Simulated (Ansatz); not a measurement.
# CH4ClGe (SMILES [CH3][GeH][Cl]) at UBLYP/def2-SVP

What is the vertical ionisation energy of CH4ClGe at UBLYP/def2-SVP? 

Program for the calculation: Ansatz 0.2.0.

68 further runs of the same task are left out: 68 set aside as unsound or not needed.

## (1) Starting point

CH4ClGe has 7 atoms, charge 0, and is taken as a doublet. SMILES: `[CH3][GeH][Cl]`. Geometry: relaxed at PBE0-D4/def2-TZVP.

Bond lengths: C1–Ge2 1.957 Å, Ge2–Cl3 2.169 Å, C1–H4 1.092 Å, C1–H5 1.089 Å, C1–H6 1.091 Å, Ge2–H7 1.553 Å. Angles: C1–Ge2–Cl3 107.0°, C1–Ge2–H7 112.6°, Cl3–Ge2–H7 105.6°, Ge2–C1–H4 108.6°, Ge2–C1–H5 110.0°, Ge2–C1–H6 109.8°, H4–C1–H5 109.4°, H4–C1–H6 109.5°, H5–C1–H6 109.6°.

## (2) A single-point energy at UBLYP/def2-SVP

molecule.yaml

```yaml
crystal:
  periodic: [false, false, false]
  atoms:
    - {symbol: C, position_ang: [-0.733100, 0.438400, -0.261900]}
    - {symbol: Ge, position_ang: [0.705400, -0.885500, -0.183100]}
    - {symbol: Cl, position_ang: [1.017000, -1.361700, 1.909500]}
    - {symbol: H, position_ang: [-0.433400, 1.314500, 0.317300]}
    - {symbol: H, position_ang: [-1.646200, 0.021400, 0.160800]}
    - {symbol: H, position_ang: [-0.909900, 0.729400, -1.298200]}
    - {symbol: H, position_ang: [2.061400, -0.324500, -0.690100]}
basis:
  gaussian: {orbitals: def2-SVP}
magnetization: {spin_polarized: true, initial_magnetization: 1}
hamiltonian: {xc: {name: BLYP}}
output: {orbitals: {seedname: orbitals}}
accuracy: high
```

The run is started by

```bash
$ ansatz run molecule.yaml --threads 1 --pin off --max-ram 3480MiB --events-out events.jsonl --progress --plain --runs-dir runs
```

The log of the run:

```text
Warning: RAYON_NUM_THREADS=1 ignored (pool sized by the plan → 1); use --threads N
Functional definition: BLYP
  name "BLYP"
  parameter beta = 0.0042
  parameter a = 0.04918
  parameter b = 0.132
  parameter c = 0.2533
  parameter d = 0.349
  exchange = b88_x(beta = beta)
  correlation = lyp_c(a = a, b = b, c = c, d = d)
1779 factors; integrals over basis functions are off by at most 4.7e-9 eV
mean field evaluation 1: about -70123.7052 eV, gradient 4.2e1 eV
mean field evaluation 2: about -70105.8200 eV, gradient 6.4e1 eV
mean field evaluation 4: about -70131.8435 eV, gradient 4.3e0 eV
mean field evaluation 8: about -70131.9388 eV, gradient 3.0e-1 eV
mean field evaluation 16: about -70131.9394 eV, gradient 3.7e-5 eV
mean field -70131.93939486 eV, -2577.3012356253 hartree, gradient 6.2e-8 eV, S^2 0.750827; 0 other end points of the search recorded, 0 dependent functions left out
reference -70131.93944384 eV, -2577.3012374252 hartree; 30, 29 occupied and 54, 55 virtual orbitals, 1779 factors
Total energy: -70131.93944384 eV, -2577.3012374252 hartree
```

Run time: 8.7 s. Hardware: 1 thread of Arm Neoverse V1, shared host; peak memory 0.25 GiB.

## (3) The singlet cation at the same level

input.yaml

```yaml
crystal:
  periodic: [false, false, false]
  atoms:
    - symbol: C
      position_ang: [-0.733100, 0.438400, -0.261900]
    - symbol: Ge
      position_ang: [0.705400, -0.885500, -0.183100]
    - symbol: Cl
      position_ang: [1.017000, -1.361700, 1.909500]
    - symbol: H
      position_ang: [-0.433400, 1.314500, 0.317300]
    - symbol: H
      position_ang: [-1.646200, 0.021400, 0.160800]
    - symbol: H
      position_ang: [-0.909900, 0.729400, -1.298200]
    - symbol: H
      position_ang: [2.061400, -0.324500, -0.690100]
basis:
  gaussian:
    orbitals: def2-SVP
total_charge: 1
hamiltonian:
  xc: {name: BLYP}
accuracy: high
output: {orbitals: {seedname: orbitals}}
```

The run is started by

```bash
$ ansatz run input.yaml --threads 1 --pin off --max-ram 3480MiB --events-out events.jsonl --progress --plain --runs-dir runs
```

The log of the run (excerpt; [...] marks lines left out):

```text
Warning: RAYON_NUM_THREADS=1 ignored (pool sized by the plan → 1); use --threads N
[... 9 set-up lines as earlier in the session ...]
1778 factors; integrals over basis functions are off by at most 4.7e-9 eV
mean field evaluation 1: about -70108.6717 eV, gradient 7.8e1 eV
mean field evaluation 2: about -70040.2139 eV, gradient 1.4e2 eV
mean field evaluation 4: about -70123.3503 eV, gradient 1.4e1 eV
mean field evaluation 8: about -70123.9785 eV, gradient 3.1e-1 eV
mean field evaluation 16: about -70123.9737 eV, gradient 2.2e-5 eV
mean field -70123.97366154 eV, -2577.0085003250 hartree, gradient 4.9e-8 eV, S^2 0.000000; 0 other end points of the search recorded, 0 dependent functions left out
reference -70123.97370956 eV, -2577.0085020897 hartree; 29, 29 occupied and 55, 55 virtual orbitals, 1778 factors
Total energy: -70123.97370956 eV, -2577.0085020897 hartree
```

Run time: 6 s. Hardware: 1 thread of Arm Neoverse V1, shared host; peak memory 0.2 GiB.

## (4) Summary of results

Level: UBLYP/def2-SVP.

| quantity | value |
| --- | --- |
| doublet CH4ClGe: total energy | -2577.30124 Eh |
| doublet CH4ClGe: HOMO energy (highest over α and β) | -4.74 eV |
| doublet CH4ClGe: LUMO energy (lowest over α and β) | -3.72 eV |
| doublet CH4ClGe: ⟨S²⟩ | 0.751 |
| singlet cation: total energy | -2577.00850 Eh |
| singlet cation: HOMO energy | -13.00 eV |
| singlet cation: LUMO energy | -11.14 eV |
| singlet cation: HOMO–LUMO gap | 1.86 eV |
| vertical ionisation energy (to the singlet cation) | 7.966 eV |

What this shows: The vertical ionisation energy comes to 7.97 eV (769 kJ/mol). Only the singlet of the ionised species was computed; a triplet could lie lower.
